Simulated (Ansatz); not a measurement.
I need harmonic frequencies at the relaxed geometry of C2H5ClSn, SMILES C=[CH][SnH2][Cl]. Use the Ansatz DFT code, driven from Python. Settings (for the species named): r2SCAN, def2-SVP basis, multiplicity 1.

```yaml
atoms:
  - { symbol: C, position_ang: [-0.2417, 1.4009, -0.7433] }
  - { symbol: C, position_ang: [0.6014, 0.5096, -0.4397] }
  - { symbol: Sn, position_ang: [0.0188, -1.1492, 0.7427] }
  - { symbol: Cl, position_ang: [-1.5941, -2.3337, -0.3251] }
  - { symbol: H, position_ang: [0.0015, 2.2863, -1.3852] }
  - { symbol: H, position_ang: [-1.3145, 1.3841, -0.4067] }
  - { symbol: H, position_ang: [1.6542, 0.5978, -0.7891] }
  - { symbol: H, position_ang: [1.4775, -2.1770, 0.9763] }
  - { symbol: H, position_ang: [-0.5147, -0.5651, 2.3530] }
```

`freq_c2h5clsn.py`
```python
"""Harmonic frequencies of C2H5ClSn at its relaxed geometry."""

import itertools

import ansatz as az
from ase import Atoms
from ase.data import atomic_numbers, covalent_radii
from ase.thermochemistry import IdealGasThermo
import numpy as np


def main() -> None:
    c2h5clsn = (
        az.Crystal.molecule()
        .atom("C", [-0.2417, 1.4009, -0.7433])
        .atom("C", [0.6014, 0.5096, -0.4397])
        .atom("Sn", [0.0188, -1.1492, 0.7427])
        .atom("Cl", [-1.5941, -2.3337, -0.3251])
        .atom("H", [0.0015, 2.2863, -1.3852])
        .atom("H", [-1.3145, 1.3841, -0.4067])
        .atom("H", [1.6542, 0.5978, -0.7891])
        .atom("H", [1.4775, -2.177, 0.9763])
        .atom("H", [-0.5147, -0.5651, 2.353])
    )

    setup = (
        c2h5clsn.calculation()
        .basis(gaussian="def2-SVP")
        .functional("r2scan")
    )
    symbols = [site.symbol for site in c2h5clsn.cartesian_sites]
    start = np.array([site.position_ang for site in c2h5clsn.cartesian_sites], dtype=float)
    def progress(event):
        if event["event"] == "relax_step":
            row = event["data"]
            print(f"step {row['step']:3d}  E = {row['lagrangian_ev']:.6f} eV  largest force component {row['allowed_force_max_ev_ang']:.4f} eV/A")


    r = setup.relax(force_tolerance=0.003).session().plan().execute(on_event=progress).report
    end = np.array(r["positions_ang"])

    # pairs closer than 1.2 times the sum of covalent radii, before or after
    radius = [covalent_radii[atomic_numbers[s]] for s in symbols]
    span = lambda where, i, j: np.linalg.norm(where[i] - where[j])
    bonded = [(i, j) for i, j in itertools.combinations(range(len(symbols)), 2) if min(span(start, i, j), span(end, i, j)) < 1.2 * (radius[i] + radius[j])]
    print("pair        before    after (A)")
    for i, j in bonded:
        print(f"{symbols[i]}{i}-{symbols[j]}{j}".ljust(10), f"{span(start, i, j):8.4f} {span(end, i, j):8.4f}")

    # same settings at the minimum
    minimum = az.Crystal.molecule()
    for symbol, place in zip(symbols, end):
        minimum = minimum.atom(symbol, place.tolist())
    vibrating = (
        minimum.calculation()
        .basis(gaussian="def2-SVP")
        .functional("r2scan")
        .phonons(temperatures=(200, 600, 100))
    )
    vib = vibrating.run().report["vibrations"]
    sums = vib["harmonic_sums"]
    modes = [m["omega_inv_cm"] for m in sums["modes_at_gamma"] if m["rigid_motion"] == "no"]
    print("frequencies (1/cm):", " ".join(f"{w:.0f}" for w in modes))
    print("imaginary modes:", sum(w < 0 for w in modes), " zero-point energy:", round(sums["zero_point_energy_ev"], 4), "eV")
    # rigid rotor and ideal gas, symmetry number taken as one
    gas = IdealGasThermo(vib_energies=[w / 8065.544 for w in modes if w > 0], geometry="linear" if len(modes) == 3 * len(symbols) - 5 else "nonlinear",
                         atoms=Atoms(symbols, positions=end), symmetrynumber=1, spin=0.0)
    print(f"H(298 K) - E = {gas.get_enthalpy(298.15, verbose=False):.4f} eV")
    print(f"S(298 K, 1 bar) = {96485.33 * gas.get_entropy(298.15, 1e5, verbose=False):.1f} J/(mol K) with symmetry number 1")

    # all hydrogen replaced by deuterium
    heavier = vibrating.phonons(masses={"H": 2.014102}).run().report["vibrations"]["harmonic_sums"]
    print("deuterated (1/cm):", " ".join(f"{m['omega_inv_cm']:.0f}" for m in heavier["modes_at_gamma"] if m["rigid_motion"] == "no"))
    print("zero-point energy falls by", round(sums["zero_point_energy_ev"] - heavier["zero_point_energy_ev"], 4), "eV")


if __name__ == "__main__":
    main()
```

```console
$ python freq_c2h5clsn.py
step   1  E = -20503.397107 eV  largest force component 4.4704 eV/A
step   2  E = -20503.767552 eV  largest force component 0.9165 eV/A
step   3  E = -20503.812669 eV  largest force component 0.5110 eV/A
step   4  E = -20503.827270 eV  largest force component 0.3201 eV/A
step   5  E = -20503.835281 eV  largest force component 0.2403 eV/A
step   6  E = -20503.836149 eV  largest force component 0.1964 eV/A
step   7  E = -20503.837798 eV  largest force component 0.0427 eV/A
step   8  E = -20503.838525 eV  largest force component 0.0372 eV/A
step   9  E = -20503.838735 eV  largest force component 0.0216 eV/A
step  10  E = -20503.838947 eV  largest force component 0.0240 eV/A
step  11  E = -20503.840019 eV  largest force component 0.1477 eV/A
step  12  E = -20503.840574 eV  largest force component 0.3061 eV/A
step  13  E = -20503.844120 eV  largest force component 0.2224 eV/A
step  14  E = -20503.856720 eV  largest force component 0.0780 eV/A
step  15  E = -20503.866705 eV  largest force component 0.0523 eV/A
step  16  E = -20503.867104 eV  largest force component 0.3985 eV/A
step  17  E = -20503.872469 eV  largest force component 0.1195 eV/A
step  18  E = -20503.872578 eV  largest force component 0.1796 eV/A
step  19  E = -20503.877415 eV  largest force component 0.0893 eV/A
step  20  E = -20503.878334 eV  largest force component 0.0085 eV/A
step  21  E = -20503.878352 eV  largest force component 0.0199 eV/A
step  22  E = -20503.878428 eV  largest force component 0.0093 eV/A
step  23  E = -20503.878438 eV  largest force component 0.0065 eV/A
step  24  E = -20503.878462 eV  largest force component 0.0053 eV/A
step  25  E = -20503.878464 eV  largest force component 0.0046 eV/A
step  26  E = -20503.878465 eV  largest force component 0.0013 eV/A
pair        before    after (A)
C0-C1        1.2639   1.3393
C0-H4        1.1203   1.0979
C0-H5        1.1245   1.0973
C1-Sn2       2.1188   2.1324
C1-H6        1.1128   1.0977
Sn2-Cl3      2.2682   2.3720
Sn2-H7       1.7997   1.7110
Sn2-H8       1.7941   1.7121
frequencies (1/cm): 56 116 220 363 396 475 519 565 646 692 970 989 1028 1246 1407 1647 1922 1938 3106 3153 3201
imaginary modes: 0  zero-point energy: 1.5284 eV
H(298 K) - E = 1.7330 eV
S(298 K, 1 bar) = 350.7 J/(mol K) with symmetry number 1
deuterated (1/cm): 50 103 183 313 360 370 401 467 491 495 731 746 782 990 1046 1362 1378 1575 2265 2339 2384
zero-point energy falls by 0.3611 eV
```

Notes:
- Total energies depend on the basis set; only differences at equal settings carry meaning.
- The frequencies are harmonic and unscaled, in a modest basis.
- def2 sets replace the cores of elements past krypton by effective core potentials.
- The entropy takes a symmetry number of 1; a symmetric molecule's is lower by R ln(sigma).
- Run time: 6.7 min on 1 thread of AMD EPYC 7B13 (Zen 3), with other jobs on the host, peak memory 0.29 GiB.
